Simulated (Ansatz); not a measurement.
# AlHClO (SMILES [O][AlH][Cl]) at U-wB97X/STO-3G

What is the electronic atomisation energy of AlHClO at U-wB97X/STO-3G? 

The calculation is run with Ansatz 0.2.0.

60 further runs of the same task are left out: 7 that didn't finish, 53 set aside as unsound or not needed.

**1. Starting point**

AlHClO has 4 atoms, charge 0, and is taken as a doublet. SMILES: `[O][AlH][Cl]`. The coordinates come from a PBE0-D4/def2-TZVP relaxation.

Bond lengths: O1–Al2 1.729 Å, Al2–Cl3 2.081 Å, Al2–H4 1.566 Å. Angles: O1–Al2–Cl3 116.2°, O1–Al2–H4 118.8°, Cl3–Al2–H4 125.0°.

**2. The energy at U-wB97X/STO-3G**

Input file in.yaml:

```yaml
basis:
  gaussian: {orbitals: STO-3G}
crystal:
  periodic: [false, false, false]
  atoms:
    - {symbol: O, position_ang: [0.290600, -1.035900, 1.350600]}
    - {symbol: Al, position_ang: [0.118400, 0.049000, 0.015600]}
    - {symbol: Cl, position_ang: [-1.573200, -0.210600, -1.168800]}
    - {symbol: H, position_ang: [1.219700, 1.137300, -0.217800]}
hamiltonian: {xc: {name: wB97X}}
magnetization: {spin_polarized: true, initial_magnetization: 1}
accuracy: high
```

Started as:

```sh
ansatz run in.yaml --threads 1 --pin off --max-ram 2610MiB --events-out events.jsonl --progress --plain --runs-dir runs
```

Standard output:

```text
Warning: RAYON_NUM_THREADS=1 ignored (pool sized by the plan → 1); use --threads N
Functional definition: wB97X
  name "wB97X"
  parameter omega = 0.3/bohr
  parameter cx = 0.157706
  parameter cx1 = 0.726479
  parameter cx2 = 1.04760
  parameter cx3 = -5.70635
  parameter cx4 = 13.2794
  parameter css1 = -4.33879
  parameter css2 = 18.2308
  parameter css3 = -31.7430
  parameter css4 = 17.2901
  parameter cos1 = 2.37031
  parameter cos2 = -11.3995
  parameter cos3 = 6.58405
  parameter cos4 = -3.78132
  exchange = spin_sum(e_x_unif_sr(omega)*poly(b97_u_x, 1 - cx, cx1, cx2, cx3, cx4)) + cx*exact_x_sr(omega)
      + exact_x_lr(omega)
  correlation = spin_sum(e_c_pw_same_spin*poly(b97_u_same, 1, css1, css2, css3, css4))
      + integral(e_c_pw_opposite_spin*poly(b97_u_opposite, 1, cos1, cos2, cos3, cos4))
432 factors; integrals over basis functions are off by at most 2.4e-8 eV
154 factors; integrals over basis functions are off by at most 9.3e-10 eV
mean field evaluation 1: about -20936.3140 eV, gradient 1.8e1 eV
mean field evaluation 2: about -20938.2159 eV, gradient 1.3e1 eV
mean field evaluation 4: about -20939.2891 eV, gradient 5.2e-1 eV
mean field evaluation 8: about -20939.2814 eV, gradient 5.4e-2 eV
mean field evaluation 16: about -20939.2816 eV, gradient 9.2e-4 eV
mean field evaluation 32: about -20939.2422 eV, gradient 4.0e-1 eV
mean field -20939.28160538 eV, -769.5044058430 hartree, gradient 4.2e-8 eV, S^2 0.754570; 2 other end points of the search recorded, 0 dependent functions left out
reference -20939.28160402 eV, -769.5044057928 hartree; 20, 19 occupied and 4, 5 virtual orbitals, 432 factors
Total energy: -20939.28160402 eV, -769.5044057928 hartree
```

Run time: 16 s. Hardware: 1 thread of Arm Neoverse V1, shared host; peak memory 0.43 GiB.

**3. The Al atom, same level**

Input file molecule.yaml:

```yaml
crystal:
  periodic: [false, false, false]
  atoms:
    - symbol: Al
      position_ang: [0.000000, 0.000000, 0.000000]
basis:
  gaussian:
    orbitals: STO-3G
magnetization:
  spin_polarized: true
  initial_magnetization: 1
hamiltonian:
  xc: {name: wB97X}
accuracy: high
```

Run the same way, it converges to -239.31015 Eh (log not shown).

**4. The Cl atom**

Input file job.yaml:

```yaml
crystal:
  periodic: [false, false, false]
  atoms:
    - symbol: Cl
      position_ang: [0.000000, 0.000000, 0.000000]
basis:
  gaussian:
    orbitals: STO-3G
magnetization:
  spin_polarized: true
  initial_magnetization: 1
total_charge: 0
hamiltonian:
  xc: {name: wB97X}
accuracy: high
```

Run the same way, it converges to -455.13323 Eh (log not shown).

**5. The H atom, same level**

Input file molecule.yaml:

```yaml
crystal:
  periodic: [false, false, false]
  atoms:
    - symbol: H
      position_ang: [0.000000, 0.000000, 0.000000]
basis:
  gaussian: {orbitals: STO-3G}
total_charge: 0
magnetization: {spin_polarized: true, initial_magnetization: 1}
hamiltonian: {xc: {name: wB97X}}
accuracy: high
```

Started as:

```sh
ansatz run molecule.yaml --threads 1 --pin off --max-ram 2610MiB --events-out events.jsonl --progress --plain --runs-dir runs
```

Standard output:

```text
Warning: RAYON_NUM_THREADS=1 ignored (pool sized by the plan → 1); use --threads N
Functional definition: wB97X
  name "wB97X"
  parameter omega = 0.3/bohr
  parameter cx = 0.157706
  parameter cx1 = 0.726479
  parameter cx2 = 1.04760
  parameter cx3 = -5.70635
  parameter cx4 = 13.2794
  parameter css1 = -4.33879
  parameter css2 = 18.2308
  parameter css3 = -31.7430
  parameter css4 = 17.2901
  parameter cos1 = 2.37031
  parameter cos2 = -11.3995
  parameter cos3 = 6.58405
  parameter cos4 = -3.78132
  exchange = spin_sum(e_x_unif_sr(omega)*poly(b97_u_x, 1 - cx, cx1, cx2, cx3, cx4)) + cx*exact_x_sr(omega)
      + exact_x_lr(omega)
  correlation = spin_sum(e_c_pw_same_spin*poly(b97_u_same, 1, css1, css2, css3, css4))
      + integral(e_c_pw_opposite_spin*poly(b97_u_opposite, 1, cos1, cos2, cos3, cos4))
1 factors; integrals over basis functions are off by at most 4.6e-10 eV
1 factors; integrals over basis functions are off by at most 2.9e-10 eV
mean field evaluation 1: about -12.7056 eV, gradient 0.0e0 eV
mean field evaluation 2: about -12.7056 eV, gradient 0.0e0 eV
mean field -12.70558344 eV, -0.4669215794 hartree, gradient 0.0e0 eV, S^2 0.750000; 0 other end points of the search recorded, 0 dependent functions left out
reference -12.70558358 eV, -0.4669215842 hartree; 1, 0 occupied and 0, 1 virtual orbitals, 1 factors
Total energy: -12.70558358 eV, -0.4669215842 hartree
```

Run time: 0.26 s. Hardware: 1 thread of Arm Neoverse V1, shared host.

**6. The O atom at the same level**

Input file job.yaml:

```yaml
basis:
  gaussian:
    orbitals: STO-3G
crystal:
  periodic: [false, false, false]
  atoms:
    - {symbol: O, position_ang: [0.000000, 0.000000, 0.000000]}
magnetization:
  spin_polarized: true
  initial_magnetization: 2
hamiltonian:
  xc: {name: wB97X}
accuracy: high
```

Run the same way, it converges to -74.03628 Eh (log not shown).

**7. Results**

Level: U-wB97X/STO-3G.

| quantity | value |
| --- | --- |
| molecule: total energy | -769.50441 Eh |
| molecule: ⟨S²⟩ | 0.755 |
| Al atom: total energy | -239.31015 Eh |
| Al atom: ⟨S²⟩ | 0.750 |
| Cl atom: total energy | -455.13323 Eh |
| Cl atom: ⟨S²⟩ | 0.750 |
| H atom: total energy | -0.46692 Eh |
| H atom: ⟨S²⟩ | 0.750 |
| O atom: total energy | -74.03628 Eh |
| O atom: ⟨S²⟩ | 2.000 |
| electronic atomisation energy | 15.180 eV |

What this shows: Taking the molecule apart into free atoms costs 15.18 eV (350 kcal/mol), before zero-point energy and without spin-orbit coupling. In a minimal basis such a difference can be off by several eV, whatever the method.
